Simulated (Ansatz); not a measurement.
# Ta2N: how well frozen cores do

The same cell of Ta2N is computed with LAPW, all electrons, PAW with frozen cores and all-electron PAW on datasets made for the crystal, to set the results side by side.

Method: DFT PBE, scalar-relativistic, in Ansatz 0.2.0.

### Step 1. The structure to begin with

Symmetry: P-3m1, No. 164, trigonal system. The conventional cell has a = 3.113 Å, b = 3.113 Å, c = 4.870 Å, α = 90.00°, β = 90.00°, γ = 120.00°. Ta (site symmetry 3m) has 3 N at 2.18 Å as nearest neighbours. N (site symmetry -3m) is surrounded by 6 Ta at 2.18 Å.

Coordinates:

```
Ta N
1.0
     3.11286    0.00000    0.00000
    -1.55643    2.69582    0.00000
     0.00000    0.00000    4.86984
Ta N
2 1
Direct
  0.66667 0.33333 0.74529
  0.33333 0.66667 0.25471
  0.00000 0.00000 0.00000
```

Structure from a Materials Project entry, not relaxed further.

Atoms are numbered in the order of the input: Ta1, Ta2, N3.

### Step 2. LAPW, all electrons

Input file input.yaml:

```yaml
crystal:
  lattice:
    - [3.112861506, 0.0, 0.0]
    - [-1.556430753, 2.6958171426, 0.0]
    - [0.0, 0.0, 4.869841]
  atoms:
    - { symbol: Ta, position: [0.6666666667, 0.3333333333, 0.745289] }
    - { symbol: Ta, position: [0.3333333333, 0.6666666667, 0.254711] }
    - { symbol: "N", position: [0.0, 0.0, 0.0] }
kpoints:
  mp_grid: { grid: [15, 15, 9] }
  band_path:
    path:
      - [0.0, 0.0, 0.0]
      - [0.5, 0.0, 0.0]
      - [0.3333333333, 0.3333333333, 0.0]
      - [0.0, 0.0, 0.0]
      - [0.0, 0.0, 0.5]
      - [0.5, 0.0, 0.5]
      - [0.3333333333, 0.3333333333, 0.5]
      - [0.0, 0.0, 0.5]
      - [0.5, 0.0, 0.5]
    npoints: 8
scf:
  occupations: { method: fermi_dirac, width: 0.05 }
hamiltonian:
  xc: pbe
  pseudopotentials: { kind: all_electron, lapw: { basis_error: 0.001 } }
output:
  forces: true
  stress: true
  eigenvalues: true
  populations: true
  dos: { projected: true, de: 0.2, e_range: [-14, 8] }
```

### Step 3. PAW with frozen cores

input.yaml, as its differences from that of step 2:

```diff
@@ -27,3 +27,3 @@
   xc: pbe
-  pseudopotentials: { kind: all_electron, lapw: { basis_error: 0.001 } }
+  pseudopotentials: { kind: paw }
 output:
@@ -32,3 +32,5 @@
   eigenvalues: true
+  efg: { contact_densities: true }
   populations: true
+  bader: true
   dos: { projected: true, de: 0.2, e_range: [-14, 8] }
```

### Step 4. All-electron PAW on datasets made for the crystal

input.yaml, as its differences from that of step 3:

```diff
@@ -27,3 +27,3 @@
   xc: pbe
-  pseudopotentials: { kind: paw }
+  pseudopotentials: { kind: all_electron, datasets: crystal }
 output:
@@ -33,4 +33 @@
   efg: { contact_densities: true }
-  populations: true
-  bader: true
-  dos: { projected: true, de: 0.2, e_range: [-14, 8] }
```

(Steps that only read results are left out.)

**Question.** What will these runs give? Wanted: pressure; gap; largest force; Bader charges.

As calculated:

| quantity | value |
| --- | --- |
| pressure | LAPW -1.23, PAW -1.32, crystal datasets -1.23 GPa |
| gap (LAPW) | none |
| largest force | LAPW 0.045, PAW 0.050, crystal datasets 0.045 eV/Å |
| Bader charges (PAW) | Ta1 +0.89, N3 -1.79 e |

What this shows: At this geometry the cell is under tension of 1.2 GPa, so it would shrink if let go. With 93 electrons in the bands of a cell, and no spin, a band must be partly filled: it is a metal at this level. Ta 5d carries the largest share, 91 %, of the projected states within 0.3 eV of the Fermi level. The projection holds only the free atom's occupied shells (Ta 6s, Ta 5d, N 2s, N 2p in this range). The field gradient at Ta1, the largest by crystal datasets, is -7.60 by PAW and -7.42 by crystal datasets (10²¹ V/m²), within 5 %. Spin–orbit coupling is left out, which moves gradients at and beside heavy atoms by some per cent and at worst by a factor of two. PAW lies -0.10 GPa from LAPW in pressure. The forces differ by at most 5 meV/Å in a component, on a largest force of 0.045 eV/Å. The price, with the outputs that each input asks for: 2.9 min for LAPW against 47 s for PAW, about 4 to one. Spin-orbit coupling is left out, though the cell holds Ta; in elements this heavy it can shift bands and gaps by tenths of an eV.
